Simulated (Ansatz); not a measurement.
# GaH4NSe: a ladder of functionals and wavefunction methods

An exercise on one series of results from a longer session: the logs are not shown, and one member is left open.

Computed with Ansatz 0.2.0, Gaussian basis. Level: functionals in def2-TZVPP, the program's frozen cores in correlated methods.

The runs, in order: LDA (SPW92), PBE-D4, revPBE-D4, BLYP-D4, r2SCAN-D4, B97M-V, PBE0-D4, B3LYP-D4, r2SCANh-D4, r2SCAN0-D4, HSE06-D4, BHLYP-D4, CAM-B3LYP-D4, LC-ωPBE, ωB97X-V, ωB97M-V, B2PLYP, PBE-QIDH; CCSD(T)/def2-SVP; CCSD(T)/def2-TZVPP; MP2/def2-QZVPP; extrapolation to the limit; RPA on PBE.

### Structure used throughout

An earlier PBE0-D4 in a triple-zeta def2 set relaxation fixed the geometry.

SMILES `[NH2][GaH][SeH]`, 7 atoms, charge 0, spin multiplicity 1.

Atoms are counted from 1 here; the program's logs count them from 0.

Bond lengths: N1–Ga2 1.809 Å, N1–H4 1.005 Å, N1–H5 1.005 Å, Ga2–Se3 2.330 Å, Ga2–H6 1.554 Å, Se3–H7 1.468 Å. Angles: Ga2–N1–H4 124.2°, Ga2–N1–H5 123.5°, H4–N1–H5 112.3°, N1–Ga2–Se3 115.0°, N1–Ga2–H6 121.8°, Se3–Ga2–H6 123.2°, Ga2–Se3–H7 92.2°.

Set-up of the first run:

in.yaml

```yaml
crystal:
  periodic: [false, false, false]
  atoms:
    - {symbol: N, position_ang: [-1.098035, 0.468725, -0.912285]}
    - {symbol: Ga, position_ang: [0.068266, 0.176417, 0.438996]}
    - {symbol: Se, position_ang: [1.688317, -1.441728, 0.008674]}
    - {symbol: H, position_ang: [-1.078391, -0.018421, -1.791225]}
    - {symbol: H, position_ang: [-1.845658, 1.138872, -0.864577]}
    - {symbol: H, position_ang: [-0.017418, 0.957760, 1.779670]}
    - {symbol: H, position_ang: [2.282908, -1.281615, 1.340747]}
basis:
  gaussian: {orbitals: def2-TZVPP}
hamiltonian: {xc: lda}
output: {orbitals: {seedname: orbitals}}
```

On the command line:

```console
> ansatz run in.yaml --threads 2 --pin off --events-out ev --progress --plain --max-ram 4352MiB
```

Among the steps run: LDA; PBE-D4 (GGA); revPBE-D4 (GGA); BLYP-D4 (GGA); r2SCAN-D4 (meta-GGA); B97M-V (meta-GGA); PBE0-D4 (hybrid); B3LYP-D4 (hybrid); r2SCANh-D4 (hybrid); r2SCAN0-D4 (hybrid); HSE06-D4 (hybrid); BHLYP-D4 (hybrid); CAM-B3LYP-D4 (range-separated); LC-ωPBE (range-separated); ωB97X-V (range-separated); ωB97M-V (range-separated); B2PLYP (double hybrid); PBE-QIDH (double hybrid).

One of the session's tables, all rows but one given; the rest of the session is left out.

It belongs to the step «Frontier levels by functional». 

| functional | HOMO (eV) | gap (eV) |
| --- | --- | --- |
| LDA (SPW92) | -5.89 | 4.36 |
| PBE-D4 | ? | ? |
| revPBE-D4 | -5.68 | 4.51 |
| BLYP-D4 | -5.57 | 4.37 |
| r2SCAN-D4 | -6.02 | 4.98 |
| B97M-V | -6.06 | 4.87 |
| PBE0-D4 | -6.92 | 6.38 |
| B3LYP-D4 | -6.68 | 5.90 |
| r2SCANh-D4 | -6.46 | 5.69 |
| r2SCAN0-D4 | -7.11 | 6.72 |
| HSE06-D4 | -6.52 | 5.62 |
| BHLYP-D4 | -7.93 | 8.13 |
| CAM-B3LYP-D4 | -8.19 | 8.55 |
| LC-ωPBE | -9.57 | 11.03 |
| ωB97X-V | -9.21 | 10.56 |
| ωB97M-V | -9.08 | 10.23 |

Q: Estimate the row for PBE-D4 from the others.

**Answer.** HOMO (eV): -5.73; gap (eV): 4.46. In the column «HOMO (eV)» it lies between LDA (SPW92) (-5.89) and revPBE-D4 (-5.68).
